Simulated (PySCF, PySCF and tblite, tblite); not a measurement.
# C5H12OSi: a path driven as rotation about a bond, and NMR exchange, part 2 of 2

PySCF and tblite. Atoms count from 0. The steps go on from the part before.

## Step 7: Shieldings, saddle of leg 1: PBE0/pcSseg-1 in cyclohexane

Job settings and geometry (Å):

```
{"job": {"kind": "nmr", "xc": "PBE0", "basis": "pcSseg-1", "solvent": "cyclohexane", "pop": false}, "charge": 0, "multiplicity": 1}
C      1.921889     0.583792     0.982531
O      1.746808    -0.072659    -0.242878
C      0.583580    -0.864920    -0.481563
C     -0.417155    -1.032254     0.667737
C     -1.329317     0.194660     0.809574
Si    -1.376939     0.998624    -0.921193
C     -0.177389    -0.266972    -1.676331
H      2.891571     1.075478     0.902230
H      1.157723     1.345245     1.166703
H      1.954532    -0.109612     1.830925
H      0.976533    -1.858918    -0.750759
H      0.090393    -1.270047     1.603568
H     -1.030961    -1.897073     0.406351
H     -0.940482     0.880698     1.561264
H     -2.310814    -0.116024     1.165633
H     -0.856828     2.368746    -0.914496
H     -2.705748     0.955624    -1.536780
H     -0.717019    -1.061509    -2.191741
H      0.539623     0.147122    -2.380776
```

The program printed:

```text
coarse grid: 15584 points
cycle   1  E = -561.8292501438  dE =  6.897e-01  |g| = 6.242e-01  |ddm| = 3.739e+00
cycle   2  E = -561.7668977323  dE =  6.235e-02  |g| = 8.487e-01  |ddm| = 1.369e+00
cycle   3  E = -561.9106025006  dE = -1.437e-01  |g| = 8.024e-02  |ddm| = 8.891e-01
cycle   4  E = -561.9114920346  dE = -8.895e-04  |g| = 3.684e-02  |ddm| = 7.655e-02
cycle   5  E = -561.9117858351  dE = -2.938e-04  |g| = 7.183e-03  |ddm| = 3.592e-02
cycle   6  E = -561.9117965180  dE = -1.068e-05  |g| = 1.902e-03  |ddm| = 8.166e-03
cycle   7  E = -561.9117973731  dE = -8.551e-07  |g| = 3.373e-04  |ddm| = 1.910e-03
final grid: 143640 points
cycle   8  E = -561.9654504888  dE = -4.516e-05  |g| = 1.175e-02  |ddm| = 3.078e-02
cycle   9  E = -561.9654232167  dE =  2.727e-05  |g| = 1.677e-02  |ddm| = 2.017e-02
cycle  10  E = -561.9654788854  dE = -5.567e-05  |g| = 1.227e-03  |ddm| = 1.249e-02
cycle  11  E = -561.9654791856  dE = -3.002e-07  |g| = 3.000e-04  |ddm| = 1.411e-03
cycle  12  E = -561.9654792043  dE = -1.867e-08  |g| = 6.980e-05  |ddm| = 3.333e-04
cycle  13  E = -561.9654792052  dE = -9.537e-10  |g| = 2.813e-05  |ddm| = 8.162e-05
converged SCF energy = -561.9654792052

GIAO shielding tensors (ppm)
atom      isotropic    diamagn.    paramagn.     s11        s22        s33       span
  0 C      132.723     245.208    -112.485    104.416    111.302    182.451     78.035
  1 O      303.755     397.091     -93.335    254.048    277.606    379.612    125.563
  2 C      103.295     244.707    -141.412     80.667     97.325    131.893     51.226
  3 C      155.343     250.338     -94.994    131.191    162.564    172.275     41.083
  4 C      177.987     252.203     -74.216    160.815    173.842    199.303     38.488
  5 Si     381.060     879.484    -498.425    323.767    386.354    433.058    109.290
  6 C      163.878     252.756     -88.878    141.316    154.072    196.245     54.929
  7 H       28.002      28.508      -0.506     23.531     25.488     34.987     11.456
  8 H       28.534      31.303      -2.769     23.673     28.362     33.568      9.896
  9 H       28.095      30.096      -2.001     24.469     25.434     34.382      9.913
 10 H       26.933      31.324      -4.391     22.891     26.015     31.892      9.001
 11 H       29.010      32.111      -3.101     24.819     26.908     35.304     10.485
 12 H       30.293      31.927      -1.634     24.754     28.188     37.937     13.183
 13 H       30.823      31.577      -0.754     26.304     28.574     37.591     11.287
 14 H       30.622      30.087       0.534     25.240     27.552     39.073     13.833
 15 H       27.496      28.948      -1.452     24.533     24.673     33.281      8.749
 16 H       27.486      28.864      -1.378     24.002     24.683     33.772      9.770
 17 H       30.828      30.971      -0.143     26.020     27.588     38.878     12.858
 18 H       30.513      30.787      -0.274     26.382     28.090     37.067     10.685
```

Run time: 38 s. Hardware: 1 thread of Arm Neoverse V1, shared host; peak memory 0.97 GiB.

In short: HOMO -7.02 eV, LUMO 0.99 eV; dipole 1.59 D.

Orbitals, density, ELF and potential are computed afterwards from the orbital file.

Frontier orbitals at PBE0/pcSseg-1, with the share of their density that lies nearest to each atom:

```tsv
orbital	energy (eV)	lies on
HOMO	-7.02	O1 54 %; H10 9 %; C6 8 %
LUMO	0.99	H12, H15, H16 about 10 % each; Si5 9 %; H14, H17 about 8 % each
```

ELF in a plane through or near 4 of the atoms.

Ten even steps from '0' (0.00) to '9' (1.00):
```
0000000000000000000000000000
0000000000000000000000000000
0000000000000000000000000000
0000000000000046520000000000
0000000000100199971000000000
0000000003540199982000000000
0000000016884069862000000000
0000142105896026775200000000
0000488856775017986456871000
0000268822631004411599996000
0000014623740014143699998000
0000003557850048831799997000
0000001113402887885257871000
0000000000008997441000110000
0000000000029997210000000000
0000000000018983000000000000
0000000000000100000000000000
0000000000000000000000000000
0000000000000000000000000000
0000000000000000000000000000
```
The map spans 11.4 Å across and 9.7 Å up, centred on the molecule. Atoms in the plane (x, y in Å): C0 (-2.1, 0.0), H13 (0.0, -2.0), H16 (3.1, -0.3), H18 (0.8, 2.2).

log10 of the density (e/Å³) in the same plane.

Ten even steps from '0' (-4.0) to '9' (0.7):
```
0000000000000000000000000000
0000000000000000000000000000
0000000000000123321100000000
0000000000112344443210000000
0000000123444567664321000000
0000012345555578875432100000
0001234457876678876543221000
0002345668997678887654332100
0013467788987667887666543200
0013467899876667788777654210
0012457899875567899888754310
0002356778765677887777654210
0001234566656788876665543200
0000123344456888776544332100
0000011222346777655432210000
0000000011235665544321100000
0000000000123333332100000000
0000000000001222211000000000
0000000000000000000000000000
0000000000000000000000000000
```
The map spans 11.4 Å across and 9.7 Å up, centred on the molecule. Atoms in the plane (x, y in Å): C0 (-2.1, 0.0), H13 (0.0, -2.0), H16 (3.1, -0.3), H18 (0.8, 2.2).

On the surface of density 0.002 e/bohr³ the electrostatic potential runs, from the 1st to the 99th percentile, from -1.58 V near O1 to 0.79 V near H16.

## Step 8: Shieldings, end: PBE0/pcSseg-1 in cyclohexane

Job settings and geometry (Å):

```
{"job": {"kind": "nmr", "xc": "PBE0", "basis": "pcSseg-1", "solvent": "cyclohexane", "pop": false}, "charge": 0, "multiplicity": 1}
C      1.869745     0.680910     0.695179
O      1.821324    -0.547270     0.016917
C      0.557689    -0.994433    -0.439039
C     -0.496994    -1.171608     0.669674
C     -1.308546     0.107859     0.904576
Si    -1.362426     0.993975    -0.779795
C     -0.029560    -0.114629    -1.562091
H      2.928117     0.921675     0.795628
H      1.371867     1.481312     0.137595
H      1.428943     0.613239     1.695680
H      0.812215    -1.982741    -0.841959
H     -0.008414    -1.515545     1.583625
H     -1.175768    -1.961135     0.341454
H     -0.836569     0.732096     1.662359
H     -2.294812    -0.145747     1.290422
H     -0.983710     2.408936    -0.698689
H     -2.657554     0.855914    -1.451785
H     -0.469373    -0.766302    -2.316044
H      0.777946     0.424624    -2.054535
```

The program printed:

```text
coarse grid: 15584 points
cycle   1  E = -561.8333788492  dE =  6.913e-01  |g| = 6.169e-01  |ddm| = 3.737e+00
cycle   2  E = -561.7775106257  dE =  5.587e-02  |g| = 8.247e-01  |ddm| = 1.263e+00
cycle   3  E = -561.9130504281  dE = -1.355e-01  |g| = 7.844e-02  |ddm| = 8.033e-01
cycle   4  E = -561.9138984989  dE = -8.481e-04  |g| = 3.578e-02  |ddm| = 7.244e-02
cycle   5  E = -561.9141734991  dE = -2.750e-04  |g| = 7.454e-03  |ddm| = 3.393e-02
cycle   6  E = -561.9141850651  dE = -1.157e-05  |g| = 1.812e-03  |ddm| = 8.328e-03
cycle   7  E = -561.9141858475  dE = -7.824e-07  |g| = 3.285e-04  |ddm| = 1.890e-03
final grid: 143640 points
cycle   8  E = -561.9687839558  dE = -5.306e-05  |g| = 1.215e-02  |ddm| = 3.379e-02
cycle   9  E = -561.9687533044  dE =  3.065e-05  |g| = 1.759e-02  |ddm| = 2.051e-02
cycle  10  E = -561.9688142268  dE = -6.092e-05  |g| = 1.207e-03  |ddm| = 1.253e-02
cycle  11  E = -561.9688145112  dE = -2.844e-07  |g| = 3.238e-04  |ddm| = 1.332e-03
cycle  12  E = -561.9688145332  dE = -2.201e-08  |g| = 7.519e-05  |ddm| = 3.721e-04
cycle  13  E = -561.9688145343  dE = -1.151e-09  |g| = 2.669e-05  |ddm| = 8.863e-05
cycle  14  E = -561.9688145345  dE = -1.644e-10  |g| = 3.646e-06  |ddm| = 2.322e-05
converged SCF energy = -561.9688145345

GIAO shielding tensors (ppm)
atom      isotropic    diamagn.    paramagn.     s11        s22        s33       span
  0 C      133.514     247.291    -113.777    107.389    113.872    179.282     71.892
  1 O      279.760     395.088    -115.328    191.556    292.465    355.259    163.703
  2 C      102.846     244.319    -141.472     76.215    103.119    129.205     52.990
  3 C      150.375     249.213     -98.838    122.312    155.982    172.830     50.519
  4 C      176.800     252.232     -75.432    159.668    172.543    198.189     38.522
  5 Si     376.148     879.604    -503.456    316.405    381.957    430.083    113.677
  6 C      171.699     253.136     -81.437    142.632    170.881    201.584     58.952
  7 H       28.140      28.812      -0.672     23.621     25.840     34.959     11.338
  8 H       28.674      31.417      -2.743     24.538     28.430     33.053      8.515
  9 H       28.362      31.159      -2.797     24.335     27.228     33.523      9.188
 10 H       26.917      31.243      -4.326     23.264     25.837     31.651      8.388
 11 H       29.293      31.138      -1.845     25.105     27.231     35.543     10.438
 12 H       30.060      31.568      -1.508     24.464     28.537     37.178     12.714
 13 H       30.711      31.753      -1.043     26.631     28.226     37.275     10.645
 14 H       30.633      29.964       0.669     25.422     27.447     39.031     13.609
 15 H       27.349      29.019      -1.670     24.439     24.658     32.950      8.511
 16 H       27.482      29.034      -1.552     23.815     24.690     33.942     10.127
 17 H       30.450      30.702      -0.252     25.455     27.768     38.128     12.673
 18 H       30.677      30.868      -0.192     26.505     28.138     37.388     10.883
```

Run time: 29 s. Hardware: 1 thread of Arm Neoverse V1, shared host; peak memory 0.93 GiB.

This run: HOMO -7.15 eV, LUMO 1.00 eV; dipole 1.10 D.

## Step 9: Kinetics and line shapes

Job settings and geometry (Å):

```
{"job": {"smiles": "COC1CC[SiH2]C1", "charge": 0, "mult": 1, "motion": "rotation", "what": "single bond", "atoms": [2, 1], "drives": [{"terms": [["t", [3, 2, 1, 0], 0.3333333333333333], ["t", [6, 2, 1, 0], 0.3333333333333333], ["t", [10, 2, 1, 0], 0.3333333333333333]], "by": -120, "n": 8}], "study": "path", "level": {"kind": "nmr", "xc": "PBE0", "basis": "pcSseg-1", "solvent": "cyclohexane"}, "fields": [60, 400, 700], "first": 4, "seed": 326, "kind": "path"}, "charge": 0, "multiplicity": 1}
C      2.156336     0.397734     1.015361
O      1.297291     0.502682    -0.086435
C      0.528037    -0.652771    -0.371745
C     -0.555815    -0.905193     0.682799
C     -1.480575     0.314782     0.702151
Si    -1.474693     0.947234    -1.098690
C     -0.190827    -0.332504    -1.677416
H      2.786498     1.285886     1.000228
H      1.612929     0.364519     1.966868
H      2.788865    -0.496313     0.941281
H      1.198672    -1.526306    -0.457357
H     -0.120563    -1.102226     1.664713
H     -1.110447    -1.796132     0.382872
H     -1.077155     1.071579     1.373980
H     -2.463864     0.045354     1.083299
H     -1.011148     2.327006    -1.224121
H     -2.768108     0.759447    -1.768212
H     -0.646797    -1.234848    -2.080577
H      0.521560     0.039320    -2.408599
```

The program printed:

```text
stationary points (kcal/mol above the start)
  n  kind          group   xTB      DFT    lowest mode
  0  minimum      C1       0.00     0.00      50.8
  1  saddle       C1       5.31     6.50    -149.5
  2  minimum      C1       2.02     4.21      96.4

GFN2-xTB energies: T/K, barrier G, reaction G (kcal/mol), k forward, k back (1/s)
 150.00     5.40     2.44   4.17e+04   1.51e+08
 200.00     5.51     2.48   3.93e+06      2e+09
 250.00     5.64     2.50   6.13e+07   9.47e+09
 298.15     5.77     2.52   3.67e+08   2.59e+10
 350.00     5.92     2.54   1.47e+09   5.62e+10
 400.00     6.07     2.54      4e+09   9.81e+10
 500.00     6.40     2.54   1.66e+10   2.14e+11

PBE0/pcSseg-1 + D3(BJ), IEF-PCM cyclohexane energies: T/K, barrier G, reaction G (kcal/mol), k forward, k back (1/s)
 150.00     6.59     4.63        789   4.46e+09
 200.00     6.70     4.67      2e+05   2.53e+10
 250.00     6.82     4.70   5.67e+06   7.21e+10
 298.15     6.95     4.71   4.98e+07   1.42e+11
 350.00     7.10     4.73   2.68e+08    2.4e+11
 400.00     7.26     4.73   9.04e+08   3.49e+11
 500.00     7.58     4.73   5.04e+09   5.91e+11
```

It took 1.9 min on 1 thread of Arm Neoverse V1, shared host; peak memory 1 GiB. This counts the whole study up to here.

Barriers by level (kcal/mol; entropies in cal/(mol K)). Zero-point and thermal terms come from xTB in every row. ΔG‡ leaves symmetry out; the rate counts one path; effective ΔG‡, where given, is the barrier that would give that rate by Eyring's equation alone:

```tsv
level	ΔE‡	with zero-point	ΔH‡	ΔS‡	ΔG‡ (298 K)	ΔE of reaction	k at 298 K (1/s)	effective ΔG‡
GFN2-xTB	5.31	5.22	4.71	-3.5	5.77	2.02	3.7e+08	5.77
PBE0/pcSseg-1 + D3(BJ), IEF-PCM cyclohexane	6.50	6.40	5.90	-3.5	6.95	4.22	5e+07	6.95
```

Sites that the driver pairs across this motion, and where their lines would merge (no couplings; faster rotations or exchange between molecules can average them sooner):

```tsv
nucleus	sites: shielding (ppm)	proton frequency (MHz)	spread (Hz)	coalescence (K)	lines at 298 K
¹⁷O	O1: 296.4; O1 (end): 279.8	700	1579	not given	–
¹³C	C4: 183.9; C4 (end): 176.8	700	1247	not given	–
¹³C	C3: 155.9; C3 (end): 150.4	700	976	not given	–
²⁹Si	Si5: 382.5; Si5 (end): 376.1	700	887	not given	–
¹³C	C6: 166.8; C6 (end): 171.7	700	855	not given	–
¹³C	C0: 130.3; C0 (end): 133.5	700	560	not given	–
¹H	H10: 27.64; H10 (end): 26.92	700	509	not given	–
¹H	H12: 30.71; H12 (end): 30.06	700	454	not given	–
```

A dash: the driver gave no coalescence for this row (it judged the minor form too scarce).

Rows that set an atom against itself at the end compare its shielding in the two forms.

Lines of quadrupolar nuclei are broad, so their coalescence could hardly be seen.

## Step 10: Outcome

The summary covers parts 1 to 2.

```
                                             quantity                             value
barrier (PBE0/pcSseg-1 + D3(BJ), IEF-PCM cyclohexane)  ΔE‡ 6.5, ΔG‡(298 K) 7.0 kcal/mol
                                   barrier (GFN2-xTB)                  ΔE‡ 5.3 kcal/mol
                                        rate at 298 K                         5e+07 s⁻¹
                                      end of the path       4.2 kcal/mol from the start
```

DFT puts the top 6.5 kcal/mol above the start (xTB: 5.3); the rate from the DFT barrier is 5e+07 s⁻¹ at 298 K. An error of 1.4 kcal/mol changes that rate tenfold.
